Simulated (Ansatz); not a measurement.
Working through a ladder of basis sets of Ge2H4Se, SMILES [GeH2]1[GeH2][Se]1

Program: Ansatz 0.2.0, Python API.

At the Python prompt:
```pycon
>>> import ansatz as az
>>> GEOMETRY = """
... Ge   -0.70330   -0.07730   -0.92680
... Ge    0.85900   -0.00680    0.81510
... Se   -1.46430    0.26460    1.28850
... H    -0.96580   -1.43940   -1.49870
... H    -0.78060    1.26460   -1.79360
... H     1.41600   -1.39100    1.17270
... H     1.70020    1.31730    0.89710
... """
>>> mol = az.Crystal.molecule()
>>> for line in GEOMETRY.strip().splitlines():
...     symbol, *xyz = line.split()
...     mol = mol.atom(symbol, [float(v) for v in xyz])
...
>>> job = mol.calculation().functional("b3lyp")
>>> energies = {}
>>> for basis in ["cc-pVDZ", "cc-pVTZ"]:
...     data = job.basis(gaussian=basis).run(threads=1, pin="off").report
...     size = data["n_frozen"] + data["n_occupied"][0] + data["n_virtual"][0]
...     energies[basis] = (data["reference_energy_ev"] / 27.211386246, data["free_energy_ev"] / 27.211386246)
...     print(f"{basis:14s} {size:4d} orbitals  reference {energies[basis][0]:14.6f} Ha  total {energies[basis][1]:14.6f} Ha")
...
cc-pVDZ         101 orbitals  reference   -6558.014059 Ha  total   -6558.014059 Ha
cc-pVTZ         185 orbitals  reference   -6558.234696 Ha  total   -6558.234696 Ha
>>> last = energies["cc-pVTZ"][1]
>>> for basis, (_, total) in energies.items():
...     print(f"{basis:14s} lies {27.211386 * (total - last):9.4f} eV above cc-pVTZ")
...
cc-pVDZ        lies    6.0038 eV above cc-pVTZ
cc-pVTZ        lies    0.0000 eV above cc-pVTZ
```

Against cc-pVDZ: cc-pVTZ -220.6 mHa. The last step alone is -220.64 mHa. From the first set to the last the time grows from 7.2 to 10.4 s.

Caveats:
- The drop along the ladder measures the basis error, and is no property of the molecule.
- The geometry is a force-field or estimated start, not a minimum of this method, and the last set is no limit. Much of the fall in a total is atomic energy, which cancels in bond and reaction energies.
- b3lyp holds the VWN-RPA fit, as in Gaussian; the form of ORCA and Turbomole is b3lyp5.
- It ran for 18 s on 1 thread of Intel(R) Xeon(R) Platinum 8259CL CPU @ 2.50GHz (Skylake/Cascade Lake) (shared host), peak memory 0.59 GiB.

(Lines on the test bed's own set-up are left out of the output.)
